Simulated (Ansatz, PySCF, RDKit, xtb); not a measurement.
**Isomers of CH6SeSn, a sample narrowed down**

A sample of isomers of CH6SeSn is drawn. Aim: find which of them has the lowest free energy at 298.15 K, then its properties. The sample is small against all isomers, and the most stable one of this formula need not be in it.

Plan: many cheap relaxations first (GFN2-xTB), then density-functional screening, relaxation at PBE0-D4/def2-SVP, vibrations and a final energy. The numbers are computed, not measured.

3 further runs of the same task are left out: 3 set aside as unsound or not needed.

## (1) Candidates

Isomers were drawn by moving bonds and hydrogen atoms under normal valences; this is a sample, not all of them. O–O, O–halogen and N–halogen bonds and N–N–N chains are not drawn. That gives 3 candidates.

| label | SMILES | spin |
| --- | --- | --- |
| c113 | [CH3][SnH2][SeH] | singlet |
| c225 | C[Se][SnH3] | singlet |
| c751 | [SeH][CH2][SnH3] | singlet |

Candidates are built by distance geometry, with a force field where one applies, in up to four conformers (letters a to d).

**Question.** With final energies at CCSD(T)/def2-SVP + MP2/def2-TZVPP - MP2/def2-SVP, which structure will this search put lowest in free energy, and by what margin?

| quantity | value |
| --- | --- |
| lowest structure found | [CH3][SnH2][SeH], singlet, C1 |
| next finalist | C[Se][SnH3], singlet, 10.7 kcal/mol higher in G |
| share at equilibrium, among the finalists | 100.0 % |
| harmonic wavenumbers, lowest and highest (PBE0-D4/def2-SVP) | 87 and 3199 cm⁻¹ |
| rotational constants, same geometry | 0.2641, 0.04489, 0.03969 cm⁻¹ |
| dipole moment (PBE0/def2-TZVPD) | 1.99 D |
| HOMO energy (PBE0/def2-TZVPD) | -6.79 eV |
| LUMO energy (PBE0/def2-TZVPD) | -0.66 eV |
| HOMO–LUMO gap (PBE0/def2-TZVPD) | 6.13 eV |
| lowest excitation (TD-CAM-B3LYP/def2-SVPD) | 4.84 eV (f = 0.021) |
| strongest of the states computed, same level | 6.87 eV (f = 0.078) |
| lowest triplet excitation, same level, Tamm-Dancoff | 4.43 eV |
| vertical ionisation energy | 8.81 eV |
| vertical electron affinity | -0.57 eV (unbound: the value depends on the basis) |
| vertical triplet less singlet | +4.55 eV |

The lowest structure found is `[CH3][SnH2][SeH]`. The margin of 10.7 kcal/mol over the next finalist is beyond the usual error of the last level; it says nothing of structures that weren't ranked. HF/STO-3G, r2SCAN-D4/def2-SVP, PBE0-D4/def2-SVP, HF/def2-SVP and MP2/def2-SVP already put its bonding pattern lowest among the structures in one piece; GFN2-xTB favours the singlet C[Se][SnH3]. Spin-orbit coupling, which matters for elements this heavy, is left out. Lowest found is not proven lowest: the search is finite, and each finalist counts with one conformer. Only 3 drawn patterns were tried, so whole families of isomers are missing, and the result ranks this sample alone. The lowest isomer need not be the one that is made and kept in a bottle, which depends on barriers.
